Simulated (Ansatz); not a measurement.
# CHGeSi: the cost of one run

The runs use Ansatz 0.2.0, Gaussian basis; cc-pVDZ, all electrons in the functionals, frozen cores in the correlation of double hybrids and RPA.

To be run: wB97M-V, HSE06, B2PLYP, RPA-PBE, at charge 0, quartet; charge 0, doublet; charge 0, sextet; charge 1, triplet; charge 1, quintet; displaced geometry v1; displaced geometry v2 (not every functional at every point).

22 further runs of the same task are left out: 7 that didn't finish, 15 set aside as unsound or not needed. Runs told in other sessions of the task aren't counted.

## 1. What is computed

The geometry is a PBE0/def2-TZVP stationary point (not a proven minimum). No spin-orbit coupling is included. The filled d shell of Ge may be among the frozen orbitals whatever the setting's name suggests.

4 atoms, charge 0, spin multiplicity 4.

Atoms are counted from 1 here; the program's logs count them from 0.

Bond lengths: C1–Si2 1.737 Å, Si2–Ge3 2.247 Å, Si2–H4 1.700 Å, Ge3–H4 1.787 Å. Angles: C1–Si2–Ge3 161.9°, C1–Si2–H4 110.3°, Ge3–Si2–H4 51.6°, Si2–Ge3–H4 48.2°, Si2–H4–Ge3 80.2°.

No dispersion term is added; wB97M-V holds VV10 nonlocal correlation. HSE06 is the plane-wave form.

The geometry shown and the zero of energy belong to the point charge 0, quartet. The yardstick, UCCSD(T), and other wave-function levels (R restricted, U unrestricted, valence and pair active spaces) come from earlier runs.

## 2. wB97M-V, charge 0, quartet

Input file in.yaml:

```yaml
crystal:
  periodic: [false, false, false]
  atoms:
    - {symbol: C, position_ang: [0.000000, 0.201284, 2.951795]}
    - {symbol: Si, position_ang: [0.000000, -0.185302, 1.258644]}
    - {symbol: Ge, position_ang: [0.000000, 0.021187, -0.979275]}
    - {symbol: H, position_ang: [0.000000, 1.237918, 0.329124]}
basis:
  gaussian: {orbitals: cc-pVDZ}
magnetization: {spin_polarized: true, initial_magnetization: 3}
hamiltonian: {xc: {name: wB97M-V}}
output: {orbitals: {seedname: orbitals}}
```

Command:

```sh
> ansatz run in.yaml --threads 1 --pin off --events-out ev --progress --plain --max-ram 2393MiB
```

What time and memory should one allow on 1 thread of Arm Neoverse V1, shared host?

About 27 s, with a peak of 0.29 GiB.
